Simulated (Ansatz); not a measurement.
**BH5O2SiTe: basis-set convergence**

Aim: see how fast density functionals converge with the basis set for BH5O2SiTe.

Program: Ansatz 0.2.0, Gaussian basis. Level of theory: one geometry, several basis sets. These are calculated values, not measurements.

The runs, in order: PBE0-D4/def2-SVP; ωB97M-V/def2-SVP; PBE0-D4/def2-QZVPP; ωB97M-V/def2-QZVPP; the functionals' def2-TZVPP values are taken from earlier runs.

### 1 The geometry

The geometry comes from an earlier relaxation with PBE0-D4 in a triple-zeta def2 set; it is a stationary point, not always the lowest conformer. Te takes the def2 core potential; no spin-orbit term is included.

SMILES `OB(O)[Te][SiH3]`, 10 atoms, charge 0, spin multiplicity 1.

Atoms are counted from 1 here; the program's logs count them from 0.

Bond lengths: O1–B2 1.355 Å, O1–H6 0.962 Å, B2–O3 1.353 Å, B2–Te4 2.197 Å, O3–H7 0.963 Å, Te4–Si5 2.486 Å, Si5–H8 1.483 Å, Si5–H9 1.495 Å, Si5–H10 1.484 Å. Angles: B2–O1–H6 114.5°, O1–B2–O3 120.3°, O1–B2–Te4 125.5°, O3–B2–Te4 114.2°, B2–O3–H7 112.1°, B2–Te4–Si5 95.6°, Te4–Si5–H8 109.8°, Te4–Si5–H9 109.1°, Te4–Si5–H10 112.7°, H8–Si5–H9 108.2°, H8–Si5–H10 109.3°, H9–Si5–H10 107.6°.

### 2 PBE0-D4 in def2-SVP

File in.yaml:

```yaml
crystal:
  periodic: [false, false, false]
  atoms:
    - {symbol: O, position_ang: [0.953675, -0.925215, 1.047922]}
    - {symbol: B, position_ang: [0.824544, -1.232038, -0.265629]}
    - {symbol: O, position_ang: [1.538625, -2.248421, -0.802583]}
    - {symbol: Te, position_ang: [-0.507327, -0.218029, -1.688092]}
    - {symbol: Si, position_ang: [-1.187888, 1.597767, -0.132953]}
    - {symbol: H, position_ang: [0.376249, -0.218085, 1.351398]}
    - {symbol: H, position_ang: [2.091301, -2.689111, -0.147923]}
    - {symbol: H, position_ang: [-2.633302, 1.886216, -0.297776]}
    - {symbol: H, position_ang: [-0.959946, 1.148457, 1.274241]}
    - {symbol: H, position_ang: [-0.412731, 2.847258, -0.335705]}
basis:
  gaussian: {orbitals: def2-SVP}
hamiltonian: {xc: pbe0, dispersion: d4}
output: {orbitals: {seedname: orbitals}}
```

Launch:

```bash
$ ansatz run in.yaml --threads 4 --pin off --events-out ev --progress --plain --max-ram 10444MiB
```

Further steps of the session: ωB97M-V in def2-SVP; PBE0-D4 in def2-QZVPP; ωB97M-V in def2-QZVPP.

**Question.** What will the summary of the whole plan be? Wanted: PBE0-D4: double and triple zeta above quadruple; ωB97M-V: double and triple zeta above quadruple.

The runs gave:

```
                                       quantity          value
PBE0-D4: double and triple zeta above quadruple  9.39, 0.59 eV
ωB97M-V: double and triple zeta above quadruple  9.54, 0.56 eV
```

**Reading.** PBE0-D4 gains 8.80 eV from double to triple zeta, then 0.59 eV more. These are total energies; as a rule much of such shifts cancels in differences, which this series doesn't test. The LUMO of ωB97M-V is positive and keeps falling with the basis (1.60 to 0.84 eV): an unbound level that the basis holds in place.
